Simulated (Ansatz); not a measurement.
# Rb2CoF6: the cost of one run

Computed with Ansatz 0.2.0 (DFT LDA+U (U_eff = 2 eV on Co d), plane waves, PAW, unless a step's input says otherwise).

## (1) The system as given

It takes space group Fm-3m (No. 225, cubic). Conventional cell: a = 8.460 Å, b = 8.460 Å, c = 8.460 Å, α = 90.00°, β = 90.00°, γ = 90.00°. Around Rb (site symmetry -43m) lie 12 F at 3.03 Å. Around Co (site symmetry m-3m) lie 6 F at 1.65 Å. Around F (site symmetry 4mm) lie 1 Co at 1.65 Å.

Structure file:

```cif
data_structure
_symmetry_space_group_name_H-M 'Fm-3m'
_symmetry_Int_Tables_number 225
_cell_length_a 8.4600
_cell_length_b 8.4600
_cell_length_c 8.4600
_cell_angle_alpha 90.000
_cell_angle_beta 90.000
_cell_angle_gamma 90.000
_cell_volume 605.50
loop_
_atom_site_label
_atom_site_type_symbol
_atom_site_symmetry_multiplicity
_atom_site_Wyckoff_symbol
_atom_site_fract_x
_atom_site_fract_y
_atom_site_fract_z
_atom_site_occupancy
Rb1 Rb 8 c 0.25000 0.75000 0.75000 1
Co1 Co 4 a 0.00000 0.00000 0.00000 1
F1 F 24 e 0.19500 0.00000 0.00000 1
```

Magnetic order typed: ferromagnetic.

An earlier series on this cell reached its lowest free state from «random orbitals: fully mixed, first filling», perhaps among other starts.

## (2) From atoms, default search

File input.yaml:

```yaml
crystal:
  lattice:
    - [0.0, 4.22999968, 4.22999968]
    - [4.22999968, 0.0, 4.22999968]
    - [4.22999968, 4.22999968, 0.0]
  atoms:
    - { symbol: Rb, position: [0.25, 0.25, 0.25] }
    - { symbol: Rb, position: [0.75, 0.75, 0.75] }
    - { symbol: Co, position: [0.0, 0.0, 0.0], spin: 5.0 }
    - { symbol: F, position: [0.805, 0.195, 0.195] }
    - { symbol: F, position: [0.195, 0.805, 0.195] }
    - { symbol: F, position: [0.195, 0.805, 0.805] }
    - { symbol: F, position: [0.805, 0.195, 0.805] }
    - { symbol: F, position: [0.195, 0.195, 0.805] }
    - { symbol: F, position: [0.805, 0.805, 0.195] }
basis:
  ecutwfc: 420
  ecutrho_ratio: 4
kpoints:
  mp_grid: { grid: [4, 4, 4] }
hamiltonian:
  xc: lda
  hubbard: { sites: [{ site: 2, l: d, u_eff: 2.0 }] }
scf:
  occupations: { method: gaussian, width: 0.05 }
output:
  forces: true
  stress: true
  eigenvalues: true
  populations: true
  hubbard: { sites: [{ site: 2, l: d }] }
  write_density: true
  write_potential: true
  elf: true
  volumetric_format: npy
magnetization:
  spin_polarized: true
```

Started as:

```bash
> ansatz run input.yaml --threads 4 --pin off --max-ram 6144MiB --backend cpu --events-out ev --progress --plain --runs-dir out
```

**Question.** How long does this run take on 4 threads of Intel Xeon 6975P-C (Granite Rapids), shared host, and how much memory does it need?

About 41 s, with a peak of 1.3 GiB.
